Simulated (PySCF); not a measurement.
# C3BCl2F3: the cost of one run

The runs use PySCF 2.14.0, with density-fitted response routines of our own; the level of theory stands in each step. All values are computed, except where a source is named. Atoms count from 0, in the outputs and in this text.

## 1. The starting structure

9 atoms, charge 0, multiplicity 1; geometry from: GFN2-xTB. The atoms were then displaced at random by about 0.01 Å, so the start is not that level's minimum.

Bonds of the start (Å): F0–C1 1.36, C1–F2 1.35, C1–F3 1.33, C1–C4 1.46, C4–C5 1.21, C5–B6 1.53, B6–Cl7 1.72, B6–Cl8 1.71.

## 2. Optimising the geometry at PBE0-D3(BJ)/def2-SVP

The job: settings as JSON, then the geometry in Å.

```
{"job": {"xc": "PBE0", "basis": "def2-SVP", "d3": "d3bj", "grid": 1, "shake": 0.01, "kind": "geom"}, "charge": 0, "multiplicity": 1}
F     -2.122040    -1.448270     0.752140
C     -1.852100    -0.295130     0.092480
F     -2.425180    -0.385150    -1.128740
F     -2.434880     0.709830     0.734390
C     -0.407970    -0.072750     0.006030
C      0.780290     0.126020    -0.046970
B      2.294500     0.357320    -0.123330
Cl     2.914390     1.408030    -1.336060
Cl     3.310800    -0.417060     1.016330
```

Launch:

```console
$ OMP_NUM_THREADS=1 python probes_run.py task.json out
```

This one command runs all jobs of the session in turn.

**Question.** How long does this first job take on 1 thread of Arm Neoverse V2, shared host, and how much memory does it need?

About 57 s, with a peak of 0.55 GiB.
